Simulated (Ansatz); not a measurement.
# Mg5S4 zinc blende ring disc (Mg5S4I2): the relaxed shape and its frontier levels

Aim: characterise Mg5S4 zinc blende ring disc (Mg5S4I2) as a singlet: its structure, frontier levels and distribution of charge.

The runs use Ansatz 0.2.0, Gaussian basis; RKS PBE0-D4/def2-TZVP.

Plan: relaxation at r2SCAN-D4/def2-SVP; a single point at PBE0-D4/def2-TZVP.

6 further runs of the same task are left out: 4 that didn't finish, 2 set aside as unsound or not needed. Runs told in other sessions of the task aren't counted.

## Step 1: The starting structure

11 atoms, charge 0, spin multiplicity 1.

Atoms are counted from 1 here; the program's logs count them from 0.

Bond lengths: S1–Mg5 2.311 Å, S1–Mg6 2.509 Å, S1–Mg7 2.363 Å, S2–Mg6 2.377 Å, S2–Mg7 2.423 Å, S2–Mg8 2.438 Å, S2–Mg9 2.588 Å, S3–Mg5 2.235 Å, S3–Mg9 2.284 Å, S4–Mg7 2.352 Å, S4–Mg8 2.430 Å, S4–Mg9 2.390 Å, Mg6–I10 2.565 Å, Mg8–I11 2.566 Å. Angles: Mg5–S1–Mg6 94.8°, Mg5–S1–Mg7 86.1°, Mg6–S1–Mg7 81.1°, Mg6–S2–Mg7 82.6°, Mg6–S2–Mg8 149.4°, Mg6–S2–Mg9 117.9°, Mg7–S2–Mg8 79.8°, Mg7–S2–Mg9 69.0°, Mg8–S2–Mg9 78.4°, Mg5–S3–Mg9 84.6°, Mg7–S4–Mg8 81.4°, Mg7–S4–Mg9 73.6°, Mg8–S4–Mg9 82.6°, S1–Mg5–S3 148.3°, S1–Mg6–S2 93.4°, S1–Mg6–I10 130.0°, S2–Mg6–I10 136.6°, S1–Mg7–S2 96.0° and more.

I takes a core potential in the def2 sets. No spin-orbit coupling is included.

The start is a GFN1-xTB geometry.

## Step 2: Relaxation at r2SCAN-D4/def2-SVP

Input file in.yaml:

```yaml
crystal:
  periodic: [false, false, false]
  atoms:
    - {symbol: S, position_ang: [-2.423610, -0.782780, 1.062700]}
    - {symbol: S, position_ang: [0.729900, -0.595380, -0.573780]}
    - {symbol: S, position_ang: [-1.791400, 2.697860, -1.507310]}
    - {symbol: S, position_ang: [1.157370, 1.976560, 1.545360]}
    - {symbol: Mg, position_ang: [-2.711720, 1.015750, -0.359260]}
    - {symbol: Mg, position_ang: [-1.083050, -2.132180, -0.573050]}
    - {symbol: Mg, position_ang: [-0.285790, 0.119680, 1.506950]}
    - {symbol: Mg, position_ang: [2.672160, 0.358210, 0.550560]}
    - {symbol: Mg, position_ang: [0.174450, 1.931490, -0.632830]}
    - {symbol: I, position_ang: [-1.612780, -4.388170, -1.672790]}
    - {symbol: I, position_ang: [5.174470, -0.201030, 0.653460]}
basis:
  gaussian: {orbitals: def2-SVP}
hamiltonian: {xc: r2scan, dispersion: d4}
scf: {lower_state_search: "off"}
output: {orbitals: {seedname: orbitals}}
relax: {f_tol: 0.03, max_steps: 70}
```

Command:

```sh
$ ansatz run in.yaml --threads 4 --pin off --events-out ev --progress --plain --max-ram 6963MiB
```

Further steps of the session: Single point, PBE0-D4/def2-TZVP.

Before running them: what should the planned runs give, taken together? Wanted: point group; commonest bond; HOMO, LUMO at PBE0-D4/def2-TZVP; dipole at r2SCAN-D4/def2-SVP.

**Answer**, as computed:

| quantity | value |
| --- | --- |
| point group | C1 |
| commonest bond | Mg–S, 12 of mean length 2.444 Å |
| HOMO, LUMO at PBE0-D4/def2-TZVP | -6.51, -2.67 eV |
| dipole at r2SCAN-D4/def2-SVP | 5.28 D |

The relaxation broke 0 and made 1 bonds, so the end is another structure than the start. No usable vibrations, so a minimum isn't proven. Whether this spin is the lowest isn't tested here. The point group is read from a loosely relaxed geometry; soft torsions can leave it below the true symmetry.
